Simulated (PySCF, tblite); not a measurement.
**C₅H₈B₂O: geometry, infrared bands and NMR shifts**

Aim: predict the infrared bands and NMR shifts of C₅H₈B₂O (`BOBC1=CCC=C1`).

The runs use tblite 0.8.0 and PySCF 2.14.0, with density-fitted response routines of our own; the level of theory stands in each step. All values are computed, except where a source is named. Atoms count from 0, in the outputs and in this text.

## (1) The starting structure

16 atoms, charge 0, multiplicity 1; geometry from: force field or distance geometry start.

Bonds of the start (Å): B0–O1 1.46, O1–B2 1.45, B2–C3 1.58, C3–C4 1.31, C4–C5 1.49, C5–C6 1.49, C6–C7 1.33, C7–C3 1.46, B0–H8 1.18, B0–H9 1.19, B2–H10 1.18, C4–H11 1.09, C5–H12 1.11, C5–H13 1.10, C6–H14 1.09, C7–H15 1.09.

## (2) Relaxing the molecule with GFN2-xTB

What the job is given:

```
{"job": {"kind": "relax", "xc": "GFN2-xTB", "basis": "xTB"}, "charge": 0, "multiplicity": 1}
B      3.034900     0.446700     0.495700
O      2.337500    -0.839900     0.484300
B      1.433400    -0.807800    -0.642700
C     -0.069900    -0.365000    -0.458700
C     -0.985300    -0.339700    -1.398700
C     -2.296200     0.124500    -0.854200
C     -1.940500     0.346200     0.580700
C     -0.662400     0.059700     0.805300
H      4.057000     0.576500    -0.075300
H      2.583400     1.348900     1.129100
H      1.789900    -1.174300    -1.709700
H     -0.812700    -0.609100    -2.438900
H     -2.614000     1.076900    -1.319600
H     -3.061800    -0.664000    -0.957200
H     -2.629300     0.697100     1.349700
H     -0.171600     0.132300     1.770300
```

The run is started by

```
$ OMP_NUM_THREADS=1 python probes_run.py task.json out
```

The driver reads the jobs from task.json and runs them one after another.

**Question.** This job is followed by: GFN2-xTB harmonic vibrations, gas phase; GIAO PBE0/pcSseg-1 NMR shielding, non-relativistic, gas phase. Predict these results of the whole session: strongest single infrared mode (GFN2-xTB); zero-point energy (GFN2-xTB); ¹³C shifts against TMS (PBE0/pcSseg-1); ¹H shifts against TMS (PBE0/pcSseg-1, means over atoms taken as alike); ¹¹B shifts against BF3·OEt2 (PBE0/pcSseg-1); ¹⁷O shifts against H2O (PBE0/pcSseg-1).

**Answer**, as computed:

| quantity | value |
| --- | --- |
| strongest single infrared mode (GFN2-xTB) | 1614 cm⁻¹, 273 km/mol |
| zero-point energy (GFN2-xTB) | 74.6 kcal/mol |
| ¹³C shifts against TMS (PBE0/pcSseg-1) | 165.5, 154.3, 140.5, 140.3, 49.0 ppm |
| ¹H shifts against TMS (PBE0/pcSseg-1, means over atoms taken as alike) | 7.63, 7.03, 6.71, 5.68, 5.61, 3.32 ppm |
| ¹¹B shifts against BF3·OEt2 (PBE0/pcSseg-1) | 39.8, 33.2 ppm |
| ¹⁷O shifts against H2O (PBE0/pcSseg-1) | 312.7 ppm |

The optimisation took 146 steps and gained 1.706 eV; among the close pairs (by a distance rule), B0–O1 changed most, from 1.464 to 1.293 Å. No mode is imaginary among the 42: a minimum at this level. The strongest single mode, at 1614 cm⁻¹, moves mainly O1, B0 and B2. GFN2-xTB is a fitted tight-binding method: band positions and strengths are rough. Its intensities can rank the bands wrongly.
